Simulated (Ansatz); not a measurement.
# In3GaAs4: the cost of one run

Computed with Ansatz 0.2.0 (DFT PBE, scalar-relativistic, plane waves, PAW, unless a step's input says otherwise).

1 further run of the same task is left out (it didn't finish).

**1. Starting point**

Symmetry: P-43m, No. 215, cubic system. The conventional cell has a = 5.754 Å, b = 5.754 Å, c = 5.754 Å, α = 90.00°, β = 90.00°, γ = 90.00°. Around In (site symmetry -42m) lie 4 As at 2.49 Å. Ga (site symmetry -43m) is surrounded by 4 As at 2.49 Å. As (site symmetry 3m) has 3 In at 2.49 Å and 1 Ga at 2.49 Å as nearest neighbours.

Coordinates:

```
CELL_PARAMETERS angstrom
5.75447 0.00000 0.00000
0.00000 5.75447 0.00000
0.00000 0.00000 5.75447
ATOMIC_POSITIONS crystal
In 0.50000 0.00000 0.00000
In 0.00000 0.00000 0.50000
In 0.00000 0.50000 0.00000
Ga 0.50000 0.50000 0.50000
As 0.25000 0.75000 0.25000
As 0.25000 0.25000 0.75000
As 0.75000 0.75000 0.75000
As 0.75000 0.25000 0.25000
```

The start is an ordering of an alloy on its end members' structure types: elements ordered on the sites of the GaAs type, Ga/In on Ga (P-43m, No. 215).

**2. Probe: one point on a coarse mesh**

Contents of input.yaml:

```yaml
crystal:
  lattice:
    - [5.75446998, 0.0, 0.0]
    - [0.0, 5.75446998, 0.0]
    - [0.0, 0.0, 5.75446998]
  atoms:
    - { symbol: In, position: [0.5, 0.0, 0.0] }
    - { symbol: In, position: [0.0, 0.0, 0.5] }
    - { symbol: In, position: [0.0, 0.5, 0.0] }
    - { symbol: Ga, position: [0.5, 0.5, 0.5] }
    - { symbol: As, position: [0.25, 0.75, 0.25] }
    - { symbol: As, position: [0.25, 0.25, 0.75] }
    - { symbol: As, position: [0.75, 0.75, 0.75] }
    - { symbol: As, position: [0.75, 0.25, 0.25] }
basis:
  ecutwfc: 420
kpoints:
  mp_grid: { grid: [4, 4, 4] }
hamiltonian:
  xc: pbe
scf:
  occupations: { method: gaussian, width: 0.1 }
  lower_state_search: "off"
output:
  forces: true
  stress: true
  eigenvalues: true
```

Run with:

```
ansatz run input.yaml --threads 1 --pin off --max-ram 2560MiB --backend cpu --events-out ev --progress --plain --runs-dir out
```

**Question.** How long does this run take on 1 thread of Arm Neoverse V1, shared host, and how much memory does it need?

About 12 s, with a peak of 0.43 GiB.
